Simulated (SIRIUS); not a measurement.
# Cu (Fm-3m) in SIRIUS: reference runs

How does Cu come out in PBE? The cell is run as given.

Program: SIRIUS 7.10.0. These are calculated values, not measurements. Logs are shortened: lines on timing, memory, paths and dates and some standing lists are left out, and cuts for length are marked. The log counts tension as positive stress, the text compression.

## 1. The crystal as given

It takes space group Fm-3m (No. 225, cubic). The conventional cell has a = 5.561 Å, b = 5.561 Å, c = 5.561 Å, α = 90.00°, β = 90.00°, γ = 90.00°. Cu (site symmetry -43m) has 4 Cu at 2.41 Å as nearest neighbours. Around Cu (site symmetry m-3m) lie 8 Cu at 2.41 Å.

The cell was built by a generator and needn't be a form met in nature.

## 2. Single point, PBE

File sirius.json:

```json
{
  "control": {
    "processing_unit": "cpu",
    "verbosity": 2,
    "num_bands_to_print": 40,
    "print_forces": true,
    "print_stress": true
  },
  "parameters": {
    "electronic_structure_method": "pseudopotential",
    "xc_functionals": ["XC_GGA_X_PBE", "XC_GGA_C_PBE"],
    "gk_cutoff": 9.6,
    "pw_cutoff": 19.2,
    "ngridk": [8, 8, 8],
    "shiftk": [0, 0, 0],
    "smearing": "fermi_dirac",
    "smearing_width": 0.0018374661,
    "num_bands": 40,
    "num_mag_dims": 0,
    "num_dft_iter": 100,
    "energy_tol": 1e-08,
    "density_tol": 1e-06
  },
  "iterative_solver": {
    "type": "davidson",
    "min_tolerance": 1e-09,
    "tolerance_scale": [0.1, 0.25]
  },
  "mixer": {
    "type": "anderson",
    "beta": 0.7,
    "max_history": 8
  },
  "settings": {
    "tol_ne": 1e-10,
    "pseudo_grid_cutoff": 6.5
  },
  "unit_cell": {
    "lattice_vectors": [
      [0.0, 5.254477975828, 5.254477975828],
      [5.254477975828, 0.0, 5.254477975828],
      [5.254477975828, 5.254477975828, 0.0]
    ],
    "atom_coordinate_units": "lattice",
    "atom_types": ["Cu"],
    "atom_files": {
      "Cu": "Cu.json"
    },
    "atoms": {
      "Cu": [
        [0.25, 0.25, 0.25],
        [0.75, 0.75, 0.75],
        [0.5, 0.5, 0.5]
      ]
    }
  }
}
```

Potentials or basis: PseudoDojo 0.4.1 PBE standard (scalar relativistic).

On the command line:

```bash
> upf_to_json Cu.upf
> OMP_NUM_THREADS=1 sirius.scf --input=sirius.json --output=out.json --task=0
```

The log of the run:

```text
[info] SIRIUS version : 7.10.0
[info] number of MPI ranks           : 1
[info] MPI grid                      : 1 1
[info] maximum number of OMP threads : 1
[fft] FFT context for density and potential
[fft] =====================================
[fft]   comm size                             : 1
[fft]   plane wave cutoff                     : 19.2
[fft]   grid size                             : 48 48 48   total : 110592
[fft]   grid limits                           : -23 24   -23 24   -23 24
[fft]   number of G-vectors within the cutoff : 17311
[fft]   local number of G-vectors             : 17311
[fft]   number of G-shells                    : 930
[fft] FFT context for coarse grid
[fft] =====================================
[fft]   comm size                             : 1
[fft]   plane wave cutoff                     : 19.2
[fft]   grid size                             : 48 48 48   total : 110592
[fft]   grid limits                           : -23 24   -23 24   -23 24
[fft]   number of G-vectors within the cutoff : 17311
[fft]   local number of G-vectors             : 17311
[fft]   number of G-shells                    : 930
[unit cell] lattice vectors
[unit cell]   a1 :       0.0000000000      5.2544779758      5.2544779758
[unit cell]   a2 :       5.2544779758      0.0000000000      5.2544779758
[unit cell]   a3 :       5.2544779758      5.2544779758      0.0000000000
[unit cell] reciprocal lattice vectors
[unit cell]   b1 :      -0.5978886329      0.5978886329      0.5978886329
[unit cell]   b2 :       0.5978886329     -0.5978886329      0.5978886329
[unit cell]   b3 :       0.5978886329      0.5978886329     -0.5978886329
[unit cell] unit cell volume :       290.14742708 [a.u.^3]
[unit cell] 1/sqrt(omega)    :         0.05870710
[unit cell] MT volume        :         0.00000000 ( 0.00%)
[unit cell] IT volume        :       290.14742708 (100.00%)
[unit cell] number of atom types : 1
[unit cell] type id : 0 symbol : Cu mt_radius :  14.910000 num_atoms : 3
[unit cell] total number of atoms : 3
[unit cell] number of symmetry classes : 2
[unit cell] number of PAW atoms : 0
[unit cell] atom id  type id  class id             position                      vector_field
[unit cell] ------------------------------------------------------------------------------------------
[unit cell]      0        0        0      0.25000   0.25000   0.25000      0.00000   0.00000   0.00000
[unit cell]      1        0        0      0.75000   0.75000   0.75000      0.00000   0.00000   0.00000
[unit cell]      2        0        1      0.50000   0.50000   0.50000      0.00000   0.00000   0.00000
[unit cell] atom id         position (Cartesian, a.u.)
[unit cell] ---------------------------------------------
[unit cell]      0       2.627239    2.627239    2.627239
[unit cell]      1       7.881717    7.881717    7.881717
[unit cell]      2       5.254478    5.254478    5.254478
[unit cell] class id : 0 atom id : 0 1
[unit cell] class id : 1 atom id : 2
[unit cell] minimum bond length:     4.550511
[... 287 lines left out ...]
[diagonalize] ...
[diagonalize] ik:   24   -3.639698   -3.632667   -3.632624   -2.075204   -2.075139   -2.074796   -2.067674   -2.067318   -2.067295   -2.067073   -2.066968   -2.066918    0.297716    0.346186    0.349538    0.361458    0.369437    0.373540    0.378285    0.402967    0.405246    0.412114    0.419077    0.420843    0.433191    0.434353    0.440950    0.443297    0.531305    0.534992    0.562064    0.738465    0.790170    0.918074    1.039724    1.081654    1.090438    1.098470    1.141418    1.228784
[diagonalize] ik:   25   -3.639694   -3.632657   -3.632639   -2.075222   -2.075068   -2.074865   -2.067759   -2.067251   -2.067192   -2.067057   -2.067019   -2.066956    0.326070    0.339642    0.349999    0.358174    0.368873    0.380111    0.386213    0.397756    0.400592    0.410563    0.416113    0.419202    0.432535    0.437546    0.446633    0.455957    0.471388    0.519731    0.551508    0.764767    0.854578    0.888674    0.979366    1.047944    1.093492    1.132965    1.183421    1.227146
[diagonalize] ik:   26   -3.639696   -3.632652   -3.632641   -2.075196   -2.074976   -2.074973   -2.067707   -2.067287   -2.067219   -2.067059   -2.067050   -2.066920    0.315629    0.346721    0.351356    0.359098    0.368459    0.382147    0.389381    0.389456    0.402999    0.408777    0.412857    0.417034    0.431188    0.438059    0.438980    0.446340    0.499110    0.504525    0.581414    0.786016    0.853080    0.893026    0.961563    1.024304    1.050750    1.084084    1.161366    1.279282
[diagonalize] ik:   27   -3.639693   -3.632665   -3.632631   -2.075248   -2.075161   -2.074756   -2.067819   -2.067200   -2.067163   -2.067050   -2.067017   -2.066977    0.335724    0.340106    0.341125    0.355913    0.369976    0.371491    0.388499    0.397012    0.403173    0.414340    0.422541    0.423112    0.430932    0.442041    0.447565    0.466229    0.481217    0.516016    0.519868    0.730559    0.782618    0.980890    1.013564    1.107913    1.160874    1.179712    1.196987    1.201525
[diagonalize] ik:   28   -3.639693   -3.632648   -3.632648   -2.075249   -2.074957   -2.074957   -2.067803   -2.067214   -2.067108   -2.067108   -2.066998   -2.066995    0.339861    0.339861    0.342823    0.355688    0.370911    0.388662    0.388662    0.394080    0.400521    0.400521    0.418457    0.419534    0.435909    0.435909    0.449622    0.474866    0.493130    0.493130    0.498425    0.844055    0.844055    0.866524    0.899612    1.140494    1.147311    1.183863    1.183863    1.189390
[find] Charges and magnetic moments
[find] --------------------------------------------------------------------------------
[find] total charge          : 57.000000
[find] Energy
[find] --------------------------------------------------------------------------------
[find] valence_eval_sum               :     -46.05393279
[find] <rho|V^{XC}>                   :     -72.28044757
[find] <rho|E^{XC}>                   :     -69.92492975
[find] <mag|B^{XC}>                   :       0.00000000
[find] <rho|V^{H}>                    :     392.63280748
[find] one-electron contribution      :    -366.40629271 (Ha),    -732.81258541 (Ry)
[find] hartree contribution           :     196.31640374
[find] xc contribution                :     -69.92492975
[find] ewald contribution             :    -328.77615729
[find] PAW contribution               :       0.00000000
[find] smearing (-TS)                 :      -0.00044329
[find] SCF correction                 :       0.00007018
[find] Total energy                   :    -568.79090583 (Ha),   -1137.58181165 (Ry)
[find] Free energy (E-TS)             :    -568.79134911 (Ha),   -1137.58269822 (Ry)
[find] band gap (eV)                  :       0.00000000
[find] Efermi                         :       0.49838713
[find] iteration : 12, RMS : 7.542884655872e-07, energy difference : 3.893546818290e-09
[find] Hartree energy of density residual : 3.584871249122e-11
[find] bands are converged : true
[find] iterative solver converged : true
[find] converged after 13 SCF iterations!
[find] Charges and magnetic moments
[find] --------------------------------------------------------------------------------
[find] total charge          : 57.000000
[find] Energy
[find] --------------------------------------------------------------------------------
[find] valence_eval_sum               :     -46.05393279
[find] <rho|V^{XC}>                   :     -72.28044757
[find] <rho|E^{XC}>                   :     -69.92492975
[find] <mag|B^{XC}>                   :       0.00000000
[find] <rho|V^{H}>                    :     392.63280748
[find] one-electron contribution      :    -366.40629271 (Ha),    -732.81258541 (Ry)
[find] hartree contribution           :     196.31640374
[find] xc contribution                :     -69.92492975
[find] ewald contribution             :    -328.77615729
[find] PAW contribution               :       0.00000000
[find] smearing (-TS)                 :      -0.00044329
[find] SCF correction                 :       0.00007018
[find] Total energy                   :    -568.79090583 (Ha),   -1137.58181165 (Ry)
[find] Free energy (E-TS)             :    -568.79134911 (Ha),   -1137.58269822 (Ry)
[find] band gap (eV)                  :       0.00000000
[find] Efermi                         :       0.49838713
[ground_state] === stress tensor components [kbar] ===
[ground_state] === stress_kin ===
[ground_state] -176563.868026   -0.000000    0.000000
[ground_state]    -0.000000-176563.868026    0.000000
[ground_state]     0.000000    0.000000-176563.868026
[ground_state] === stress_har ===
[ground_state] -66355.086088   -0.000000   -0.000000
[ground_state]    -0.000000-66355.086088    0.000000
[ground_state]    -0.000000    0.000000-66355.086088
[ground_state] === stress_ewald ===
[ground_state] 111126.578345    0.000000   -0.000000
[ground_state]     0.000000111126.578345   -0.000000
[ground_state]    -0.000000   -0.000000111126.578345
[ground_state] === stress_vloc ===
[ground_state] 36251.762086    0.000000    0.000000
[ground_state]     0.00000036251.762086   -0.000000
[ground_state]     0.000000   -0.00000036251.762086
[ground_state] === stress_xc ===
[ground_state]  3234.283816    0.000000    0.000000
[ground_state]     0.000000 3234.283816   -0.000000
[ground_state]     0.000000   -0.000000 3234.283816
[ground_state] === stress_core ===
[ground_state] 17613.034453    0.000000   -0.000000
[ground_state]     0.00000017613.034453   -0.000000
[ground_state]    -0.000000   -0.00000017613.034453
[ground_state] === stress_nonloc ===
[ground_state] 74694.782036    0.000000   -0.000000
[ground_state]     0.00000074694.782036   -0.000000
[ground_state]    -0.000000   -0.00000074694.782036
[ground_state] === stress_us_nl ===
[ground_state] 74694.782036    0.000000   -0.000000
[ground_state]     0.00000074694.782036   -0.000000
[ground_state]    -0.000000   -0.00000074694.782036
[ground_state] === stress_total ===
[ground_state]     1.486623    0.000000    0.000000
[ground_state]     0.000000    1.486623   -0.000000
[ground_state]     0.000000   -0.000000    1.486623
[ground_state] ==== total Forces in Ha/bohr =====
[ground_state] atom:    0, force:       0.0000000      0.0000000      0.0000000
[ground_state] atom:    1, force:      -0.0000000     -0.0000000     -0.0000000
[ground_state] atom:    2, force:       0.0000000      0.0000000      0.0000000
[ground_state] ==== ultrasoft contribution from Qij =====
[ground_state] atom:    0, force:       0.0000000      0.0000000      0.0000000
[ground_state] atom:    1, force:       0.0000000      0.0000000      0.0000000
[ground_state] atom:    2, force:       0.0000000      0.0000000      0.0000000
[ground_state] ==== non-local contribution from Beta-projector =====
[ground_state] atom:    0, force:       0.0000000      0.0000000      0.0000000
[ground_state] atom:    1, force:       0.0000000     -0.0000000     -0.0000000
[ground_state] atom:    2, force:       0.0000000      0.0000000      0.0000000
[ground_state] ==== contribution from local potential =====
[ground_state] atom:    0, force:       0.0000000      0.0000000      0.0000000
[ground_state] atom:    1, force:      -0.0000000     -0.0000000     -0.0000000
[ground_state] atom:    2, force:       0.0000000      0.0000000      0.0000000
[ground_state] ==== contribution from core density =====
[ground_state] atom:    0, force:       0.0000000      0.0000000      0.0000000
[ground_state] atom:    1, force:       0.0000000      0.0000000      0.0000000
[ground_state] atom:    2, force:       0.0000000      0.0000000      0.0000000
[ground_state] ==== Ewald forces from ions =====
[ground_state] atom:    0, force:      -0.0000000     -0.0000000     -0.0000000
[ground_state] atom:    1, force:      -0.0000000     -0.0000000     -0.0000000
[ground_state] atom:    2, force:       0.0000000      0.0000000      0.0000000
[~DFT_ground_state] local op. applied: 33972
[~DFT_ground_state] evp. work count: 3555.31
[~DFT_ground_state] number of iterative solver steps: 1161
```

It took 2.6 min on 1 thread of Arm Neoverse V1, shared host; peak memory 0.48 GiB.

Results:

```
Free energy            : -15477.6011 eV
Pressure               : -0.1 GPa
Band gap on the k mesh : none (metal or under the smearing width)
```
